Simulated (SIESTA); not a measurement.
Ba2ZrTiO6:

```xyz
10
Lattice="0.0000 4.1467 4.1467 4.1467 0.0000 4.1467 4.1467 4.1467 0.0000" Properties=species:S:1:pos:R:3 pbc="T T T"
Ba    6.2201    6.2201    6.2201
Ba    2.0734    2.0734    2.0734
Zr    4.1467    4.1467    4.1467
Ti    0.0000    0.0000    0.0000
O     6.2821    4.1467    4.1467
O     4.1467    4.1467    6.2821
O     4.1467    6.2821    4.1467
O     2.0113    4.1467    4.1467
O     4.1467    4.1467    2.0113
O     4.1467    2.0113    4.1467
```

The cell comes from a database or a generator and needn't be the stable form of this composition.

| Quantity | Value |
| --- | --- |
| Program | SIESTA 5.4.2 |
| Task | single point |
| Functional | PBEsol |
| Potentials or basis | PseudoDojo 0.4 standard (PBEsol files) |
| Basis | DZP (energy shift 0.003 Ry; two zetas on semicore shells; d shell added on Ba) |
| Grid cutoff | 800 Ry |
| Energy shift | 0.003 Ry |
| k mesh | 6 × 6 × 6 |
| Occupations | fermi-dirac, width 0.05 eV |
| Spin | no spin polarisation |

On this cell: pressure -6.2 GPa; largest force 0.023 eV/Å; band gap on the k mesh 2.12 eV, direct.

The same run follows on a disturbed copy (atoms moved at random, drawn with an rms of 0.05 Å):

```xyz
10
Lattice="0.0000 4.1467 4.1467 4.1467 0.0000 4.1467 4.1467 4.1467 0.0000" Properties=species:S:1:pos:R:3 pbc="T T T"
Ba    6.2144    6.1700    6.1977
Ba    2.0523    2.1458    2.1099
Zr    4.1297    4.1643    4.1439
Ti    0.0084   -0.0355    0.0675
O     6.2708    4.1880    4.1377
O     4.1749    4.1435    6.2560
O     4.1260    6.2577    4.1538
O     2.0344    4.1464    4.1488
O     4.1378    4.1346    1.9906
O     4.1475    1.9788    4.1939
```

Q: What changes?

A: The energy moves by +11.6 meV/atom; pressure -5.6 GPa; largest force 1.266 eV/Å; band gap on the k mesh 2.02 eV, direct.

Forces on the atoms (eV/Å):
```
Ba   0.006  0.286  0.203
Ba   0.051 -0.497 -0.184
Zr   0.408 -0.704  0.891
Ti  -0.365  0.872 -0.842
O    0.219 -0.240 -0.037
O   -0.019 -0.055  0.177
O    0.053  0.478 -0.082
O   -0.437 -0.167 -0.054
O    0.018 -0.167  0.146
O    0.065  0.194 -0.216
```

Stress tensor (GPa, compression positive):
```
-5.73  0.18  0.28
 0.18 -5.81  0.04
 0.28  0.04 -5.36
```

Caveats: this set's barium file shifts pressures by up to 1 GPa against other sets; spin-orbit coupling is left out, which moves the levels of the heavy elements; the basis of atomic orbitals isn't converged, which shifts pressures, moduli and gaps.

A k mesh can miss the band edges.
